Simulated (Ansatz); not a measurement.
# Fe2Pt: the cost of one run

Method: DFT PBE, scalar-relativistic, plane waves, PAW, in Ansatz 0.2.0.

2 further runs of the same task are left out: 1 that didn't finish, 1 set aside as unsound or not needed. Runs told in other sessions of the task aren't counted.

## 1. The structure to begin with

It takes space group P-3m1 (No. 164, trigonal). The conventional cell has a = 4.181 Å, b = 4.181 Å, c = 2.560 Å, α = 90.00°, β = 90.00°, γ = 120.00°. Fe (site symmetry 3m) has 3 Pt at 2.56 Å and 5 Fe at 2.56 Å in its first shell of neighbours. Pt (site symmetry -3m) is surrounded by 6 Fe at 2.56 Å and 2 Pt at 2.56 Å.

Coordinates:

```
Fe Pt
1.0
     4.18105    0.00000    0.00000
    -2.09052    3.62089    0.00000
     0.00000    0.00000    2.56036
Fe Pt
2 1
Cartesian
  0.0000 2.4139 0.8535
  2.0905 1.2070 1.7069
  0.0000 0.0000 0.0000
```

The start is an ordering of an alloy on its end members' structure types: elements ordered on the sites of the V type, Fe/Pt on V (P-3m1, No. 164).

## 2. Probe: one point on a coarse mesh

input.yaml reads:

```yaml
crystal:
  lattice:
    - [4.18104896, 0.0, 0.0]
    - [-2.09052448, 3.62089462, 0.0]
    - [0.0, 0.0, 2.56035914]
  atoms:
    - { symbol: Fe, position: [0.33333333, 0.66666667, 0.33333333], spin: 4.0 }
    - { symbol: Fe, position: [0.66666667, 0.33333333, 0.66666667], spin: 4.0 }
    - { symbol: Pt, position: [0.0, 0.0, 0.0] }
basis:
  ecutwfc: 420
kpoints:
  mp_grid: { grid: [6, 6, 6] }
hamiltonian:
  xc: pbe
scf:
  occupations: { method: gaussian, width: 0.1 }
  lower_state_search: "off"
output:
  forces: true
  stress: true
  eigenvalues: true
  populations: true
magnetization:
  spin_polarized: true
```

Launch:

```sh
$ ansatz run input.yaml --threads 1 --pin off --max-ram 2560MiB --backend cpu --events-out ev --progress --plain --runs-dir out
```

Q: Estimate wall time and peak memory on 1 thread of Intel Xeon at 2.50GHz (Skylake/Cascade Lake), shared host.

About 20 s, with a peak of 0.39 GiB.
